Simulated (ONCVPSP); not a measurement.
# An ONCV potential for Ni, from input to tests

Aim: build the potential from the settings below, then test how well it stands in for the atom: other configurations, scattering, ghost states and the plane-wave cutoff that it needs.

The numbers are computed with ONCVPSP 4.0.1.1 (patched build) (PBE, scalar-relativistic, spin-unpolarised reference atom).

**1. The atom and the settings**

The settings as typed:

* element: nickel (Ni, Z = 28)
* type: optimised norm-conserving Vanderbilt (ONCV)
* frozen core: [Ne]
* valence charge: 18
* reference configuration: 3s2 3p6 3d8 4s2
* partial waves: 3s+4s: rc 1.00 bohr, ncon 4, nbas 8, qcut 11.2 1/bohr, 2 projectors; 3p: rc 0.80 bohr, ncon 5, nbas 9, qcut 8.9 1/bohr, 2 projectors, debl 2.7 Ha; 3d: rc 1.25 bohr, ncon 5, nbas 10, qcut 10.2 1/bohr, 2 projectors, debl 2.1 Ha
* local potential: polynomial inside 0.80 bohr (lpopt 5, dvloc0 3 Ha)
* core correction: polynomial model core, fcfact 0.55

The outer shells as boxes (Hund's rule for the drawing; the calculation is spin-unpolarised):

```
[Ne] core
3s [↑↓]
3p [↑↓][↑↓][↑↓]
3d [↑↓][↑↓][↑↓][↑ ][↑ ]
4s [↑↓]
```

The nodes and maxima of the atom's own shells, from an earlier all-electron run, set the scale for the radii.

All-electron outer shells of the reference configuration (PBE, scalar-relativistic, ld1.x):

```csv
shell,level (eV),outermost node (bohr),outermost maximum (bohr)
2p,-844.68,–,0.16
3s,-111.06,0.30,0.64
3p,-71.39,0.27,0.65
3d,-8.87,–,0.63
4s,-5.64,0.92,2.24
4p,-1.22,1.00,3.17
```

**2. Generation**

Input file Ni.dat:

```
# ATOM AND REFERENCE CONFIGURATION
# atsym  z   nc   nv     iexc    psfile
  Ni 28.00    3    4        4      upf
#
#   n    l    f
    1    0    2.00
    2    0    2.00
    2    1    6.00
    3    0    2.00
    3    1    6.00
    3    2    8.00
    4    0    2.00
#
# PSEUDOPOTENTIAL AND OPTIMIZATION
# lmax
    2
#
#   l,   rc,      ep,       ncon, nbas, qcut
    0    1.00    0.00    4    8   11.20
    1    0.80    0.00    5    9    8.90
    2    1.25    0.00    5   10   10.20
#
# LOCAL POTENTIAL
# lloc, lpopt,  rc(5),   dvloc0
    4    5    0.80    3.00
#
# VANDERBILT-KLEINMAN-BYLANDER PROJECTORs
# l, nproj, debl
    0    2    2.20
    1    2    2.70
    2    2    2.10
#
# MODEL CORE CHARGE
# icmod, fcfact, rcfact
    1    0.55    0.00
#
# LOG DERIVATIVE ANALYSIS
# epsh1, epsh2, depsh
   -6.00    5.00    0.04
#
# OUTPUT GRID
# rlmax, drl
    6.00    0.01
#
# TEST CONFIGURATIONS
# ncnf
    4
# nvcnf
#   n    l    f
    4
    3    0    2.00
    3    1    6.00
    3    2    8.00
    4    0    1.00
#
    4
    3    0    2.00
    3    1    6.00
    3    2    8.00
    4    0    0.00
#
    4
    3    0    2.00
    3    1    6.00
    3    2    7.00
    4    0    0.00
#
    4
    3    0    2.00
    3    1    6.00
    3    2    9.00
    4    0    1.00
#
```

The run is started by

```bash
$ oncvpsp.x < Ni.dat > Ni.out
```

Before running it: what results should come out? Wanted: cutoffs for 1 and 0.1 mHa per electron, occupied waves; bound ghosts; GHOST(+) flags; largest test error; largest phase difference near zero energy, channels read; rms error of d²Exc/dn², without and with the model core.

**Answer**, as computed:

| quantity | value |
| --- | --- |
| cutoffs for 1 and 0.1 mHa per electron, occupied waves | 168 Ha and 375 Ha |
| bound ghosts | none found |
| GHOST(+) flags | none at low energy |
| largest test error (AE − PS) | +7.8 meV, for 3s2 3p6 3d9 4s1 |
| largest phase difference near zero energy, channels read | 0.000 rad |
| rms error of d²Exc/dn², without and with the model core | 1.34 and 1.33 mHa |

**Reading.** The worst unpolarised test, 3s2 3p6 3d9 4s1, is off by 7.8 meV on 1.6 eV; by total energies transferability rates as good. The potential is very hard: the looser tolerance needs 168 Ha. At the looser tolerance the 3p wave is the slowest; 3d needs 80 Ha. The program's ghost test flags no bound state. Near zero energy the phases of the channels with partial waves agree within 0.001 rad.
